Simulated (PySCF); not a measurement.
# F6Ti ([TiF6]3-): the cost of one run

Computed with PySCF 2.14.0 and routines of our own; the level stands in each step. Atoms count from 0.

## (1) The starting structure

7 atoms, charge -3, states of the metal's open shell are computed; geometry from: model geometry, bond lengths from ionic radii.

## (2) Ligand-field states: state-averaged CASSCF in water

What the job is given:

```
{"job": {"kind": "lf", "basis": {"metal": "x2c-TZVPall", "ligand": "x2c-SVPall"}, "nevpt": true, "solvent": "water"}, "charge": -3, "metal": "Ti", "open_shell": "d1"}
Ti     0.000000     0.000000     0.000000
F      0.000000     0.000000     1.970000
F      0.000000     0.000000    -1.970000
F      1.970000     0.000000     0.000000
F     -1.970000     0.000000     0.000000
F      0.000000     1.970000     0.000000
F     -0.000000    -1.970000     0.000000
```

Level: state-averaged CASSCF of the metal d shell, SC-NEVPT2 on the averaged canonical orbitals, state-interaction spin-orbit coupling.

On the command line:

```bash
> OMP_NUM_THREADS=1 python lf_run.py task.json out
```

This one command runs all jobs of the session in turn.

**Question.** How long does this first job take on 1 thread of Arm Neoverse V1, shared host, and how much memory does it need?

About 9.5 s, with a peak of 0.33 GiB.
